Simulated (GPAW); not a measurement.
**InSe2: band structure with PBEsol**

Crystal: InSe2.

```xyz
6
Lattice="3.8949 0.0000 0.0000 0.0000 3.8949 0.0000 0.0000 0.0000 9.6262" Properties=species:S:1:pos:R:3 pbc="T T T"
In    1.9474    0.0000    2.8256
In    0.0000    1.9474    6.8006
Se    1.9474    1.9474    0.0000
Se    0.0000    0.0000    0.0000
Se    1.9474    0.0000    6.1010
Se    0.0000    1.9474    3.5252
```

The cell comes from a database or a generator and needn't be the stable form of this composition.

* Program: GPAW 26.7.0
* Task: band structure
* Functional: PBEsol
* Potentials or basis: PAW data sets generated in the run's folder for this functional
* Cutoff: 600 eV
* Basis: pw
* k mesh: 7 × 7 × 3
* Occupations: fermi-dirac, width 0.05 eV
* Spin: spin-orbit coupling, no magnetisation
* Maxiter: 150
* Band path: GXMGZRAZ,XR,MA
* Band points: 100
* spin axis theta (degrees): 0
* spin axis phi (degrees): 0
* Soc after scf: second variation

The pressure is -3.5 GPa and the largest force is 0.149 eV/Å. The band gap along the path is none (metal or under the smearing width).

Forces on the atoms (eV/Å):
```
In   0.000  0.000  0.149
In   0.000  0.000 -0.149
Se   0.000  0.000  0.000
Se   0.000  0.000  0.000
Se   0.000  0.000  0.080
Se   0.000  0.000 -0.080
```

Stress tensor (GPa, compression positive):
```
-4.26  0.00  0.00
 0.00 -4.26  0.00
 0.00  0.00 -2.11
```

Levels at the corners of the path, in eV from the Fermi level:
```
point  band 50  band 51  band 52  band 53  band 54  band 55
    Γ     0.28     0.69     0.69     2.62     2.62     3.04
    X    -0.81    -0.81    -0.81     1.80     1.80     1.80
    M    -0.93    -0.93    -0.93     2.71     2.71     2.71
    Γ     0.28     0.69     0.69     2.62     2.62     3.04
    Z     0.28     0.74     0.74     2.10     2.10     2.63
    R    -0.73    -0.73    -0.73     1.22     1.22     1.22
    A    -1.31    -1.31    -1.31     3.54     3.54     3.54
    Z     0.28     0.74     0.74     2.10     2.10     2.63
    X    -0.81    -0.81    -0.81     1.80     1.80     1.80
    R    -0.73    -0.73    -0.73     1.22     1.22     1.22
    M    -0.93    -0.93    -0.93     2.71     2.71     2.71
    A    -1.31    -1.31    -1.31     3.54     3.54     3.54
```

Wall time 9.7 min on 1 thread of Intel(R) Xeon(R) Platinum 8259CL CPU @ 2.50GHz (Skylake/Cascade Lake), on a shared host, peak memory 1.1 GiB.

Caveat: spin-orbit coupling was added after a scalar SCF, so levels and gaps hold it while energy, forces, pressure and moments don't; this program's spin-orbit splittings come out too wide for heavy elements.
